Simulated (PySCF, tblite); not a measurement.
# C4H9B2F3Si: geometry, infrared bands and NMR shifts

What infrared bands and NMR shifts should C4H9B2F3Si (`FC(F)(F)[SiH2]BBC1CC1`) show?

Computed with tblite 0.8.0 and PySCF 2.14.0, with density-fitted response routines of our own, on a single molecule in the gas phase. Atoms are numbered from 0 throughout.

## Step 1: The starting structure

19 atoms, charge 0, multiplicity 1; geometry from: force field or distance geometry start.

Bonds of the start (Å): F0–C1 1.38, C1–F2 1.41, C1–F3 1.38, C1–Si4 1.86, Si4–B5 1.95, B5–B6 1.66, B6–C7 1.60, C7–C8 1.49, C8–C9 1.51, C9–C7 1.52, Si4–H10 1.48, Si4–H11 1.47, B5–H12 1.21, B6–H13 1.19, C7–H14 1.10, C8–H15 1.11, C8–H16 1.12, C9–H17 1.09, C9–H18 1.12.

## Step 2: Geometry optimisation with GFN2-xTB

The job: settings as JSON, then the geometry in Å.

```
{"job": {"kind": "relax", "xc": "GFN2-xTB", "basis": "xTB"}, "charge": 0, "multiplicity": 1}
F      3.013300     1.990300     0.732300
C      3.709300     0.838600     0.431500
F      4.480000     0.453000     1.542800
F      4.586000     1.015500    -0.625500
Si     2.484000    -0.514300     0.061100
B      0.730100     0.001300     0.744600
B     -0.590300    -0.033000    -0.266100
C     -2.031600    -0.028200     0.417400
C     -3.142400     0.745600    -0.208600
C     -3.111400    -0.758500    -0.367900
H      2.384600    -0.703400    -1.406800
H      2.882200    -1.809200     0.626700
H      0.520400    -0.353700     1.877900
H     -0.469100    -0.737200    -1.221800
H     -2.059600    -0.159800     1.507500
H     -2.867000     1.376300    -1.078300
H     -3.971400     1.158900     0.415900
H     -3.800300    -1.381700     0.205900
H     -2.756600    -1.091500    -1.376300
```

The run is started by

```sh
> OMP_NUM_THREADS=1 python probes_run.py task.json out
```

The driver reads the jobs from task.json and runs them one after another.

**Question.** This job is followed by: GFN2-xTB harmonic vibrations, gas phase; GIAO PBE0/pcSseg-1 NMR shielding, non-relativistic, gas phase. What will the session give for the following? strongest single infrared mode (GFN2-xTB); zero-point energy (GFN2-xTB); 13C shifts against TMS (PBE0/pcSseg-1, means over atoms taken as alike); 1H shifts against TMS (PBE0/pcSseg-1, means over atoms taken as alike); 19F shifts against CFCl3 (PBE0/pcSseg-1, means over atoms taken as alike); 29Si shifts against TMS (PBE0/pcSseg-1); 11B shifts against BF3·OEt2 (PBE0/pcSseg-1).

As calculated:

| quantity | value |
| --- | --- |
| strongest single infrared mode (GFN2-xTB) | 2198 cm⁻¹, 411 km/mol |
| zero-point energy (GFN2-xTB) | 77.8 kcal/mol |
| 13C shifts against TMS (PBE0/pcSseg-1, means over atoms taken as alike) | 142.1, 14.6, 13.5 ppm |
| 1H shifts against TMS (PBE0/pcSseg-1, means over atoms taken as alike) | 12.67, 8.34, 4.49, 1.29, 1.05, 1.04 ppm |
| 19F shifts against CFCl3 (PBE0/pcSseg-1, means over atoms taken as alike) | -54.4 ppm |
| 29Si shifts against TMS (PBE0/pcSseg-1) | -79.1 ppm |
| 11B shifts against BF3·OEt2 (PBE0/pcSseg-1) | 123.9, 98.9 ppm |

The optimisation took 247 steps and gained 1.483 eV; among the close pairs (by a distance rule), C1–Si4 changed most, from 1.862 to 1.961 Å. No mode is imaginary among the 51: a minimum at this level. The strongest single mode, at 2198 cm⁻¹, moves mainly H10 and H11. Unscaled tight-binding wavenumbers are off by several per cent, some by more. Its intensities can rank the bands wrongly. At PBE0/pcSseg-1: The widest tensor belongs to B5: span 314 ppm, with a paramagnetic part of -227 ppm.
